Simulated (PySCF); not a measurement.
# C3H10OSi: NMR shifts at several levels of theory, part 3 of 3

PySCF 2.14.0. Atoms count from 0. The steps go on from the part before.

## 12. NMR shieldings: PBE0/6-311+G(2d,p)

The job: settings as JSON, then the geometry in Å.

```
{"job": {"kind": "nmr", "xc": "PBE0", "basis": "6-311+G(2d,p)", "pop": true}, "charge": 0, "multiplicity": 1}
C     -0.297696     1.368963    -1.090537
Si    -0.221670     0.015043     0.208991
C     -0.681514    -1.637014    -0.530620
C      1.500981    -0.045784     0.954840
O     -1.369847     0.293058     1.403595
H      0.423874     1.181158    -1.902667
H     -0.063708     2.358604    -0.665298
H     -1.302747     1.426063    -1.537716
H     -0.658498    -2.428610     0.234245
H      0.016250    -1.918959    -1.334853
H     -1.698067    -1.605246    -0.953454
H      2.252908    -0.263019     0.178121
H      1.777720     0.910050     1.428298
H      1.568279    -0.834163     1.720937
H     -1.287853     1.119716     1.886299
```

Method: GIAO PBE0/6-311+G(2d,p) NMR shielding, non-relativistic, gas phase.

Output:

```text
coarse grid: 12168 points
cycle   1  E = -484.7113618590  dE =  1.739e-01  |g| = 8.479e-01  |ddm| = 2.851e+00
cycle   2  E = -484.5566078780  dE =  1.548e-01  |g| = 1.237e+00  |ddm| = 1.507e+00
cycle   3  E = -484.8512466127  dE = -2.946e-01  |g| = 1.603e-01  |ddm| = 1.056e+00
cycle   4  E = -484.8563619428  dE = -5.115e-03  |g| = 3.412e-02  |ddm| = 1.182e-01
cycle   5  E = -484.8566343041  dE = -2.724e-04  |g| = 4.626e-03  |ddm| = 2.596e-02
cycle   6  E = -484.8566380857  dE = -3.782e-06  |g| = 1.203e-03  |ddm| = 5.062e-03
final grid: 110480 points
cycle   7  E = -484.8575902771  dE = -4.454e-05  |g| = 9.187e-03  |ddm| = 3.408e-02
cycle   8  E = -484.8575768222  dE =  1.345e-05  |g| = 1.224e-02  |ddm| = 1.363e-02
cycle   9  E = -484.8576087293  dE = -3.191e-05  |g| = 1.496e-03  |ddm| = 7.862e-03
cycle  10  E = -484.8576091373  dE = -4.080e-07  |g| = 1.245e-04  |ddm| = 9.230e-04
cycle  11  E = -484.8576091410  dE = -3.681e-09  |g| = 3.011e-05  |ddm| = 1.714e-04
cycle  12  E = -484.8576091413  dE = -2.435e-10  |g| = 7.419e-06  |ddm| = 4.159e-05
converged SCF energy = -484.8576091413

GIAO shielding tensors (ppm)
atom      isotropic    diamagn.    paramagn.     s11        s22        s33       span
  0 C      184.349     249.007     -64.659    176.647    183.778    192.622     15.975
  1 Si     322.523     879.410    -556.887    304.446    312.706    350.417     45.971
  2 C      186.977     248.987     -62.010    179.919    187.286    193.727     13.808
  3 C      184.282     249.082     -64.800    176.627    183.763    192.457     15.830
  4 O      283.536     384.451    -100.915    274.210    277.885    298.514     24.304
  5 H       31.545      30.833       0.712     28.017     29.141     37.476      9.458
  6 H       31.474      30.944       0.530     27.940     29.198     37.285      9.345
  7 H       31.288      30.537       0.752     27.595     29.025     37.244      9.649
  8 H       31.261      30.442       0.819     27.481     28.856     37.447      9.966
  9 H       31.714      30.786       0.929     28.159     29.285     37.699      9.540
 10 H       31.252      30.432       0.820     27.464     28.860     37.432      9.968
 11 H       31.551      30.833       0.717     28.033     29.177     37.442      9.409
 12 H       31.463      30.942       0.521     27.917     29.188     37.283      9.366
 13 H       31.281      30.530       0.752     27.579     29.029     37.236      9.657
 14 H       31.510      31.203       0.307     24.169     26.908     43.453     19.284
```

Run time: 34 s. Hardware: 1 thread of Arm Neoverse N1, shared host; peak memory 0.78 GiB.

In short: δ C0 1.2, Si1 21.9, O4 43.0, H5 0.08, H14 0.00 ppm (means over like atoms).

## 13. Nuclear shieldings: PBE0/def2-SVP

Same as in step 12 but for these lines:

```diff
@@ -1,2 +1,2 @@
-{"job": {"kind": "nmr", "xc": "PBE0", "basis": "6-311+G(2d,p)", "pop": true}, "charge": 0, "multiplicity": 1}
+{"job": {"kind": "nmr", "xc": "PBE0", "basis": "def2-SVP", "pop": true}, "charge": 0, "multiplicity": 1}
 C     -0.297696     1.368963    -1.090537
```

With the program's defaults for keys left out, this is: GIAO PBE0/def2-SVP NMR shielding, non-relativistic, gas phase.

Output:

```text
coarse grid: 12168 points
cycle   1  E = -484.3436533398  dE =  1.539e-01  |g| = 7.911e-01  |ddm| = 3.582e+00
cycle   2  E = -484.2382666342  dE =  1.054e-01  |g| = 1.081e+00  |ddm| = 2.075e+00
cycle   3  E = -484.4738604963  dE = -2.356e-01  |g| = 1.255e-01  |ddm| = 1.403e+00
cycle   4  E = -484.4773082151  dE = -3.448e-03  |g| = 2.513e-02  |ddm| = 1.360e-01
cycle   5  E = -484.4774686967  dE = -1.605e-04  |g| = 2.422e-03  |ddm| = 2.547e-02
cycle   6  E = -484.4774698916  dE = -1.195e-06  |g| = 4.113e-04  |ddm| = 3.163e-03
final grid: 110480 points
cycle   7  E = -484.5453277330  dE = -1.617e-05  |g| = 8.108e-03  |ddm| = 1.917e-02
cycle   8  E = -484.5453181894  dE =  9.544e-06  |g| = 1.050e-02  |ddm| = 1.673e-02
cycle   9  E = -484.5453438387  dE = -2.565e-05  |g| = 1.134e-03  |ddm| = 9.866e-03
cycle  10  E = -484.5453440962  dE = -2.576e-07  |g| = 4.536e-05  |ddm| = 1.126e-03
cycle  11  E = -484.5453440967  dE = -4.320e-10  |g| = 2.108e-05  |ddm| = 8.371e-05
converged SCF energy = -484.5453440967

GIAO shielding tensors (ppm)
atom      isotropic    diamagn.    paramagn.     s11        s22        s33       span
  0 C      192.125     250.517     -58.392    185.209    191.837    199.329     14.120
  1 Si     393.424     882.749    -489.325    377.779    385.420    417.072     39.293
  2 C      194.128     249.303     -55.174    187.696    194.532    200.157     12.461
  3 C      192.093     250.617     -58.525    185.242    191.851    199.185     13.942
  4 O      301.768     383.967     -82.200    289.643    300.143    315.517     25.874
  5 H       31.463      31.396       0.067     27.768     28.931     37.690      9.922
  6 H       31.399      31.015       0.384     27.678     28.918     37.601      9.923
  7 H       31.198      30.608       0.590     27.278     28.645     37.672     10.393
  8 H       31.077      30.071       1.007     27.108     28.469     37.655     10.547
  9 H       31.597      30.960       0.637     27.871     29.038     37.882     10.012
 10 H       31.069      30.067       1.002     27.088     28.475     37.645     10.557
 11 H       31.469      31.410       0.059     27.779     28.971     37.657      9.878
 12 H       31.389      31.009       0.380     27.658     28.907     37.601      9.943
 13 H       31.191      30.607       0.584     27.265     28.650     37.657     10.392
 14 H       31.122      31.572      -0.450     23.331     26.328     43.708     20.377
```

Wall time 15 s (1 thread of Arm Neoverse N1, shared host); peak memory 0.59 GiB.

In short: δ C0 0.9, Si1 13.7, O4 41.3, H14 0.22, H5 0.03 ppm (means over like atoms).

## 14. Shielding tensors: PBE0/def2-TZVP

Same as in step 13 but for these lines:

```diff
@@ -1,2 +1,2 @@
-{"job": {"kind": "nmr", "xc": "PBE0", "basis": "def2-SVP", "pop": true}, "charge": 0, "multiplicity": 1}
+{"job": {"kind": "nmr", "xc": "PBE0", "basis": "def2-TZVP", "pop": true}, "charge": 0, "multiplicity": 1}
 C     -0.297696     1.368963    -1.090537
```

With the program's defaults for keys left out, this is: GIAO PBE0/def2-TZVP NMR shielding, non-relativistic, gas phase.

Output:

```text
coarse grid: 12168 points
cycle   1  E = -484.7399478832  dE =  1.692e-01  |g| = 8.506e-01  |ddm| = 2.615e+00
cycle   2  E = -484.5935513862  dE =  1.464e-01  |g| = 1.226e+00  |ddm| = 2.109e+00
cycle   3  E = -484.8809093543  dE = -2.874e-01  |g| = 1.533e-01  |ddm| = 1.631e+00
cycle   4  E = -484.8855945791  dE = -4.685e-03  |g| = 3.345e-02  |ddm| = 1.214e-01
cycle   5  E = -484.8858544937  dE = -2.599e-04  |g| = 3.988e-03  |ddm| = 2.477e-02
cycle   6  E = -484.8858573965  dE = -2.903e-06  |g| = 1.114e-03  |ddm| = 5.559e-03
final grid: 110480 points
cycle   7  E = -484.8762829837  dE = -4.625e-05  |g| = 8.746e-03  |ddm| = 4.367e-02
cycle   8  E = -484.8762721865  dE =  1.080e-05  |g| = 1.133e-02  |ddm| = 1.347e-02
cycle   9  E = -484.8763001596  dE = -2.797e-05  |g| = 1.389e-03  |ddm| = 7.746e-03
cycle  10  E = -484.8763005013  dE = -3.417e-07  |g| = 1.313e-04  |ddm| = 1.121e-03
cycle  11  E = -484.8763005050  dE = -3.664e-09  |g| = 3.137e-05  |ddm| = 1.749e-04
cycle  12  E = -484.8763005053  dE = -2.760e-10  |g| = 6.907e-06  |ddm| = 2.945e-05
converged SCF energy = -484.8763005053

GIAO shielding tensors (ppm)
atom      isotropic    diamagn.    paramagn.     s11        s22        s33       span
  0 C      184.787     249.418     -64.631    177.602    184.059    192.700     15.099
  1 Si     310.839     875.016    -564.177    293.199    300.701    338.618     45.419
  2 C      187.399     246.964     -59.564    180.647    187.724    193.827     13.181
  3 C      184.722     249.499     -64.777    177.582    184.049    192.535     14.953
  4 O      283.012     383.315    -100.303    272.702    277.798    298.536     25.833
  5 H       31.516      30.780       0.736     28.104     29.088     37.355      9.250
  6 H       31.456      30.809       0.647     28.009     29.187     37.171      9.161
  7 H       31.273      30.492       0.782     27.648     29.006     37.165      9.517
  8 H       31.240      29.680       1.560     27.539     28.835     37.347      9.808
  9 H       31.680      30.116       1.564     28.231     29.208     37.602      9.371
 10 H       31.232      29.672       1.560     27.522     28.841     37.333      9.810
 11 H       31.521      30.795       0.726     28.120     29.124     37.319      9.199
 12 H       31.444      30.803       0.641     27.986     29.176     37.169      9.183
 13 H       31.266      30.489       0.777     27.631     29.008     37.157      9.526
 14 H       31.377      30.574       0.804     24.122     26.712     43.297     19.175
```

Run time: 40 s. Hardware: 1 thread of Arm Neoverse N1, shared host; peak memory 0.81 GiB.

Key values: δ C0 1.0, Si1 20.7, O4 49.6, H14 0.10, H5 0.08 ppm (means over like atoms).

## 15. Side by side: NMR shifts

Shifts (ppm), means over like atoms, with basis size and wall time:

```csv
run,C0,H14,H5,Si1,O4,functions,time
WP04/pcSseg-1,1.0,0.48,0.07,11.9,31.7,142,18 s
B97-2/pcSseg-1,1.1,0.38,0.06,19.3,41.5,142,18 s
BHandHLYP/pcSseg-1,1.1,0.61,0.06,17.6,40.9,142,17 s
CAM-B3LYP/pcSseg-1,1.3,0.54,0.05,20.7,47.6,142,24 s
wB97X-D/pcSseg-1,1.4,0.47,0.06,21.6,42.1,142,24 s
LC-wPBE/pcSseg-1,1.7,0.51,0.08,24.6,39.7,142,32 s
PBE0/STO-3G,-0.7,-3.97,0.08,13.2,-70.8,39,5 s
PBE0/6-31G,1.9,-0.51,0.08,32.2,8.0,69,9.3 s
PBE0/6-31G*,1.6,0.40,0.00,20.8,28.8,94,12 s
"PBE0/6-311+G(2d,p)",1.2,0.00,0.08,21.9,43.0,203,34 s
PBE0/def2-SVP,0.9,0.22,0.03,13.7,41.3,124,15 s
PBE0/def2-TZVP,1.0,0.10,0.08,20.7,49.6,221,40 s
measured,–,–,–,14.8,–,–,–
```

Measured: solution, alcohol/water; C. Corminboeuf, T. Heine, J. Weber, Chem. Phys. Lett. 357 (2002) 1.

## 16. Outcome

What follows sums up all 3 parts.

| quantity | value |
| --- | --- |
| point group | Cs |
| rotational constants (main isotopes) | 3.34, 3.30, 3.12 GHz |
| 13C shifts against TMS (WP04/pcSseg-1, means over atoms taken as alike) | 1.0 ppm |
| 1H shifts against TMS (WP04/pcSseg-1, means over atoms taken as alike) | 0.48, 0.07 ppm |
| 29Si shifts against TMS (WP04/pcSseg-1) | 11.9 ppm |
| 17O shifts against H2O (WP04/pcSseg-1) | 31.7 ppm |
| measured, and computed on the same scale | Si1 δ 14.8, 11.9 ppm |
| range of the shift of O4 | -70.8 to 49.6 ppm |
| property runs in this session | 12, of which 0 failed and 1 gave unsound results |

In words: Single values in the summary come from the first run of each kind that ended normally (WP04/pcSseg-1), which need not be the best level. The start was shaken at random, so part of the energy gained undoes that. Relaxing lowered the energy by 0.788 eV in 9 steps; the close pair that moved most is Si1–C3, from 2.014 to 1.878 Å. The one measured 29Si shift is missed by -3.0 ppm (computed less measured, unscaled). Vibration, temperature and solvent are missing from the calculation, and it holds one conformer, so part of the miss against the measured shifts is not the functional's. In ppm, O4 moves most: its shift spreads over 120.4 ppm, from -70.8 (PBE0/STO-3G) to 49.6 (PBE0/def2-TZVP). A minimal basis is unusable for shieldings, so that end is no result. For the one measured 29Si shift, PBE0/def2-SVP misses least (1.1 ppm, 15 s) and PBE0/6-31G most (17.4 ppm, 9.3 s); the quickest, PBE0/STO-3G, misses by 1.7 ppm in 5 s. One molecule ranks no method: errors cancel, and vibration and temperature are missing from all runs.
